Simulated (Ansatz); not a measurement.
# CH7AlFNSi: a ladder of functionals and wavefunction methods

How much do the methods differ for CH7AlFNSi? The plan is to run it at one geometry with functionals of several rungs and with coupled cluster. The yardstick is the atomisation energy at the CCSD(T) limit.

Computed with Ansatz 0.2.0, Gaussian basis. Level: functionals in def2-TZVPP, the program's frozen cores in correlated methods.

The runs, in order: PBE-D4, r2SCAN-D4, PBE0-D4, B3LYP-D4, ωB97X-V, ωB97M-V, B2PLYP; CCSD(T)/def2-TZVPP; MP2/def2-QZVPP; extrapolation to the limit.

## (1) Structure used throughout

An earlier PBE0-D4 in a triple-zeta def2 set relaxation fixed the geometry.

12 atoms, charge 0, spin multiplicity 1.

Atoms are counted from 1 here; the program's logs count them from 0.

Bond lengths: C1–N2 1.463 Å, C1–H6 1.095 Å, C1–H7 1.096 Å, C1–H8 1.096 Å, N2–Si3 1.730 Å, N2–Al4 1.772 Å, Si3–H9 1.483 Å, Si3–H10 1.491 Å, Si3–H11 1.491 Å, Al4–F5 1.648 Å, Al4–H12 1.571 Å. Angles: N2–C1–H6 111.2°, N2–C1–H7 111.6°, N2–C1–H8 111.6°, H6–C1–H7 107.2°, H6–C1–H8 107.2°, H7–C1–H8 107.7°, C1–N2–Si3 115.6°, C1–N2–Al4 118.9°, Si3–N2–Al4 125.6°, N2–Si3–H9 108.4°, N2–Si3–H10 110.7°, N2–Si3–H11 110.8°, H9–Si3–H10 110.0°, H9–Si3–H11 110.0°, H10–Si3–H11 107.0°, N2–Al4–F5 119.4°, N2–Al4–H12 120.9°, F5–Al4–H12 119.7°.

## (2) PBE-D4 (GGA)

File in.yaml:

```yaml
crystal:
  periodic: [false, false, false]
  atoms:
    - {symbol: C, position_ang: [-0.933950, -0.250125, 1.104431]}
    - {symbol: N, position_ang: [-0.101997, 0.021008, -0.068607]}
    - {symbol: Si, position_ang: [1.603541, -0.144692, 0.171296]}
    - {symbol: Al, position_ang: [-0.889040, 0.482693, -1.587944]}
    - {symbol: F, position_ang: [0.036793, 0.796647, -2.914755]}
    - {symbol: H, position_ang: [-1.996908, -0.129501, 0.872745]}
    - {symbol: H, position_ang: [-0.702613, 0.432007, 1.930625]}
    - {symbol: H, position_ang: [-0.795812, -1.274281, 1.469720]}
    - {symbol: H, position_ang: [2.287229, 0.155767, -1.110116]}
    - {symbol: H, position_ang: [1.941073, -1.527027, 0.617260]}
    - {symbol: H, position_ang: [2.081278, 0.786266, 1.233734]}
    - {symbol: H, position_ang: [-2.452495, 0.596139, -1.684390]}
basis:
  gaussian: {orbitals: def2-TZVPP}
hamiltonian: {xc: pbe, dispersion: d4}
output: {forces: true, orbitals: {seedname: orbitals}}
```

Started as:

```bash
ansatz run in.yaml --threads 4 --pin off --events-out ev --progress --plain --max-ram 10444MiB
```

After this run come: r2SCAN-D4 (meta-GGA); PBE0-D4 (hybrid); B3LYP-D4 (hybrid); ωB97X-V (range-separated); ωB97M-V (range-separated); B2PLYP (double hybrid); CCSD(T) in def2-TZVPP; MP2 in def2-QZVPP.

Before running them: what should the planned runs give, taken together? Wanted: atomisation energy, CCSD(T)/CBS; farthest; mean size of error, hybrid; mean size of error, range-separated; gap, smallest and largest; T1 diagnostic; triples share of the correlation energy.

The runs gave:

| quantity | value |
| --- | --- |
| atomisation energy, CCSD(T)/CBS | 4194.5 kJ/mol |
| functionals within 21.0 kJ/mol (0.5 %) | PBE-D4, r2SCAN-D4, B3LYP-D4, ωB97X-V, ωB97M-V |
| farthest | B2PLYP (-55.8 kJ/mol) |
| mean size of error, hybrid | 33.7 kJ/mol |
| mean size of error, range-separated | 5.4 kJ/mol |
| gap, smallest and largest | 4.84 eV (PBE-D4), 11.12 eV (ωB97X-V) |
| T1 diagnostic | 0.0119 |
| triples share of the correlation energy | 3.3 % |

PBE-D4 misses by -1.3 kJ/mol. Double hybrids carry the basis error of their MP2 part in triple zeta, and no dispersion term here, so their miss is partly the set-up's. Misses under about 21.0 kJ/mol are within the doubt on the reference itself, which lacks core-valence correlation, relativity and higher excitations. Hartree-Fock recovers 74 % of the binding; the rest is correlation. Orbital gaps span 4.8 to 11.1 eV; exact exchange widens them.
